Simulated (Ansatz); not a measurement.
# CH₂AlClO: a ladder of functionals and wavefunction methods

How much do the methods differ for CH₂AlClO? The plan is to run it at one geometry with functionals of several rungs and with coupled cluster. The yardstick is the atomisation energy at the CCSD(T) limit.

Program: Ansatz 0.2.0, Gaussian basis. Level of theory: functionals in def2-TZVPP, the program's frozen cores in correlated methods. These are calculated values, not measurements.

Plan: LDA (SPW92), PBE-D4, revPBE-D4, BLYP-D4, r2SCAN-D4, B97M-V, PBE0-D4, B3LYP-D4, r2SCANh-D4, r2SCAN0-D4, HSE06-D4, BHLYP-D4, CAM-B3LYP-D4, LC-ωPBE, ωB97X-V, ωB97M-V, B2PLYP, PBE-QIDH; CCSD(T)/def2-SVP; CCSD(T)/def2-TZVPP; MP2/def2-QZVPP; extrapolation to the limit; RPA on PBE.

## Step 1: Structure used throughout

All runs share one geometry, relaxed beforehand with PBE0-D4 in a triple-zeta def2 set.

SMILES `[Cl][Al]1[CH2][O]1`, 6 atoms, charge 0, spin multiplicity 1.

Atoms are counted from 1 here; the program's logs count them from 0.

Bond lengths: Cl1–Al2 2.065 Å, Al2–C3 1.870 Å, Al2–O4 1.694 Å, C3–O4 1.500 Å, C3–H5 1.090 Å, C3–H6 1.090 Å. Angles: Cl1–Al2–C3 170.3°, Cl1–Al2–O4 140.3°, C3–Al2–O4 49.5°, Al2–C3–O4 59.1°, Al2–C3–H5 123.5°, Al2–C3–H6 123.5°, O4–C3–H5 112.5°, O4–C3–H6 112.5°, H5–C3–H6 111.3°, Al2–O4–C3 71.4°.

As a file:

```
Cl   -2.1208   -2.1493    0.4468
Al   -0.6829   -0.7070    0.1038
C     0.6244    0.6303    0.1088
O     0.1418    0.0306   -1.1786
H     1.6819    0.4377    0.2883
H     0.3977    1.6935    0.1847
```

## Step 2: LDA

This LDA is Slater exchange with PW92 correlation.

File in.yaml:

```yaml
crystal:
  periodic: [false, false, false]
  atoms:
    - {symbol: Cl, position_ang: [-2.120755, -2.149256, 0.446810]}
    - {symbol: Al, position_ang: [-0.682921, -0.707001, 0.103800]}
    - {symbol: C, position_ang: [0.624389, 0.630282, 0.108767]}
    - {symbol: O, position_ang: [0.141768, 0.030611, -1.178593]}
    - {symbol: H, position_ang: [1.681917, 0.437727, 0.288273]}
    - {symbol: H, position_ang: [0.397702, 1.693535, 0.184744]}
basis:
  gaussian: {orbitals: def2-TZVPP}
hamiltonian: {xc: lda}
output: {orbitals: {seedname: orbitals}}
```

Run with:

```bash
$ ansatz run in.yaml --threads 2 --pin off --events-out ev --progress --plain --max-ram 4352MiB
```

The runs that follow: PBE-D4 (GGA); revPBE-D4 (GGA); BLYP-D4 (GGA); r2SCAN-D4 (meta-GGA); B97M-V (meta-GGA); B3LYP-D4 (hybrid); r2SCANh-D4 (hybrid); r2SCAN0-D4 (hybrid); HSE06-D4 (hybrid); BHLYP-D4 (hybrid); CAM-B3LYP-D4 (range-separated); LC-ωPBE (range-separated); ωB97X-V (range-separated); ωB97M-V (range-separated); B2PLYP (double hybrid); PBE-QIDH (double hybrid); CCSD(T) in def2-SVP; CCSD(T) in def2-TZVPP; MP2 in def2-QZVPP; RPA on PBE orbitals.

Q: Predict the results of all the runs planned. Wanted: atomisation energy, CCSD(T)/CBS; farthest beyond LDA; mean size of error, GGA; mean size of error, meta-GGA; mean size of error, hybrid; mean size of error, range-separated; mean size of error, double hybrid; gap, smallest and largest; T1 diagnostic.

As calculated:

```
                               quantity                                                     value
        atomisation energy, CCSD(T)/CBS                                            509.7 kcal/mol
functionals within 2.5 kcal/mol (0.5 %)  PBE0-D4, r2SCANh-D4, HSE06-D4, LC-ωPBE, ωB97X-V, ωB97M-V
                    farthest beyond LDA                                 BHLYP-D4 (-27.7 kcal/mol)
                mean size of error, GGA                                              6.7 kcal/mol
           mean size of error, meta-GGA                                              4.0 kcal/mol
             mean size of error, hybrid                                              8.3 kcal/mol
    mean size of error, range-separated                                              1.6 kcal/mol
      mean size of error, double hybrid                                              6.4 kcal/mol
              gap, smallest and largest                 3.11 eV (LDA (SPW92)), 10.19 eV (LC-ωPBE)
                          T1 diagnostic                                                    0.0139
triples share of the correlation energy                                                     4.2 %
```

**Reading.** The LDA atomisation energy is off by 81.8 kcal/mol (16 %): it overbinds. PBE-D4 misses by +12.5 kcal/mol. Double hybrids carry the basis error of their MP2 part in triple zeta, and no dispersion term here, so their miss is partly the set-up's. By mean error the best rung here is range-separated (1.6 kcal/mol) and the worst beyond LDA is hybrid (8.3 kcal/mol). The mean of the hybrids holds BHLYP, with half exact exchange. Misses under about 2.5 kcal/mol are within the doubt on the reference itself, which lacks core-valence correlation, relativity and higher excitations. Hartree-Fock recovers 69 % of the binding; the rest is correlation. CCSD(T) in def2-SVP is off by -37.2 kcal/mol, so the small basis spoils what the method gains. The gap grows from 3.1 to 10.2 eV across the functionals, mostly with the share of exact exchange.
